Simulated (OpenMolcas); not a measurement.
**V³⁺ among point charges: CASSCF and CASPT2 levels and susceptibility**

How does a field of 4 point charges split the states of V³⁺, and what χT follows?

The numbers are computed with OpenMolcas 26.06 (state-averaged CASSCF and CASPT2, spin-orbit coupling by RASSI with atomic mean-field integrals), except any that are marked as measured or tabulated.

## Step 1: The system

| Property | Result |
| --- | --- |
| Species | V³⁺ (vanadium, Z = 23, 20 electrons) |
| Basis | ANO-RCC-VTZP [6s5p3d2f1g], 59 functions |
| Scalar Hamiltonian | DKH2, point nucleus |
| Inactive shells | 1s 2s 2p 3s 3p |
| Active space | 2 electrons in 5 orbitals (3d) |
| Some configurations of this space | 3d2 |
| Orbitals | optimised for each spin and parity, averaged over all roots |

The outer shells:

3d2
```
3d [↑ ][↑ ][  ][  ][  ]
```

The ion sits among 4 point charges of -0.8 e arranged as a square (D4h), 2.05 Å from the ion.

Each step is its own input file, run in one work folder so that later steps find the files of earlier ones. Labels, J, g values, rates, χT and fits are worked out afterwards by a script from the matrices that RASSI stores. The input lists half of the charges; inversion (Group=XYZ) makes the rest.

## Step 2: One- and two-electron integrals

Input file a.inp:

```
&GATEWAY
Coord
1

V 0.0 0.0 0.0
Basis=ANO-RCC-VTZP
Group=XYZ
NoMove
AngMom=0.0 0.0 0.0
AMFI
XField
2 Angstrom 0
2.050000 0.000000 0.000000 -0.800000
0.000000 2.050000 0.000000 -0.800000
&SEWARD
```

Command:

```console
OMP_NUM_THREADS=1 MOLCAS_MEM=1689 MOLCAS_PROJECT=a pymolcas a.inp > a.log
```

## Step 3: Reference wave functions, triplets of even parity, 10 roots

Input file a.inp:

```
&RASSCF
FileOrb=start.orb
Symmetry=1
Spin=3
nActEl=2 0 0
Inactive=3 6
Ras2=5 0
CIRoot=10 10 1
SDav=10
CIMx=300
Iter=120 100
PrWF=0.3
OrbListing=Nothing
MaxOrb=0
>>> COPY $Project.JobIph JOB001
```

start.orb holds the contracted functions of the basis, ordered by shell, or the orbitals of the step before.

## Step 4: CASSCF: singlets of even parity, 15 roots

Input file a.inp:

```
&RASSCF
FileOrb=start.orb
Symmetry=1
Spin=1
nActEl=2 0 0
Inactive=3 6
Ras2=5 0
CIRoot=15 15 1
SDav=15
CIMx=300
Iter=120 100
PrWF=0.3
OrbListing=Nothing
MaxOrb=0
>>> COPY $Project.JobIph JOB002
```

## Step 5: RASSI: spin-orbit coupling between the states

Input file a.inp:

```
&RASSI
NrOfJobIphs=2 10 15
1 2 3 4 5 6 7 8 9 10
1 2 3 4 5 6 7 8 9 10 11 12 13 14 15
IphNames
JOB001
JOB002
EJob
SpinOrbit
DIPRint=1.0
SOCoupling=1000.0
Subsets=2
Property=9
'ANGMOM' 1 'ANGMOM' 2 'ANGMOM' 3 'MLTPL  1' 1 'MLTPL  1' 2 'MLTPL  1' 3
'AMFI' 1 'AMFI' 2 'AMFI' 3
SOProperty=3
'ANGMOM' 1 'ANGMOM' 2 'ANGMOM' 3
```

## Step 6: CASPT2: IPEA 0.25, imaginary shift 0.1 (closed shells correlated: 3s 3p)

Input file a.inp:

```
>>> COPY JOB001 $Project.JobIph
&CASPT2
Multistate=10 1 2 3 4 5 6 7 8 9 10
NoMult
Frozen=2 3
IPEA=0.25
Imaginary=0.1
MaxIter=60
WThr=0.0 0.3 0.05
PrWF=0.5
NoMix
>>> COPY JOB002 $Project.JobIph
&CASPT2
Multistate=15 1 2 3 4 5 6 7 8 9 10 11 12 13 14 15
NoMult
Frozen=2 3
IPEA=0.25
Imaginary=0.1
MaxIter=60
WThr=0.0 0.3 0.05
PrWF=0.5
NoMix
```

(Steps that only read results are left out.)

What does the calculation give? Wanted: spin-free ground state; first state of the same spin within the active space; lowest level; next level.

**Answer**, as computed:

```
                                            quantity                                                                        value
                                              method  SS-CASPT2, IPEA 0.25, imaginary shift 0.1 (closed shells correlated: 3s 3p)
                              spin-free ground state                                              3A2, 1-fold in its orbital part
first state of the same spin within the active space                                                               3E at 533 cm⁻¹
                                        lowest level                                                                    1-fold A1
                                          next level                                                                    95.7 cm⁻¹
                                         χT at 300 K                                                               0.86 cm³ K/mol
                           effective moment at 300 K                                                                      2.63 μB
```

Cost by method:

| method | time of its own steps | time with the reference |
| --- | --- | --- |
| A. CASSCF | 6.9 s | 6.9 s |
| B. SS-CASPT2, IPEA 0.25, imaginary shift 0.1, +3s 3p | 3.9 s | 11 s |

Times are of one thread on a shared host.

In words: The spin-free ground state (3A2) comes to 97 % from free-ion F terms and keeps the highest spin of the shell. χT at 300 K is 0.86, against 1.00 cm³ K/mol for the spin alone, so spin-orbit coupling lowers it. The field of point charges can differ much from that of real complexes. This is an electrostatic model: the charges have no orbitals.
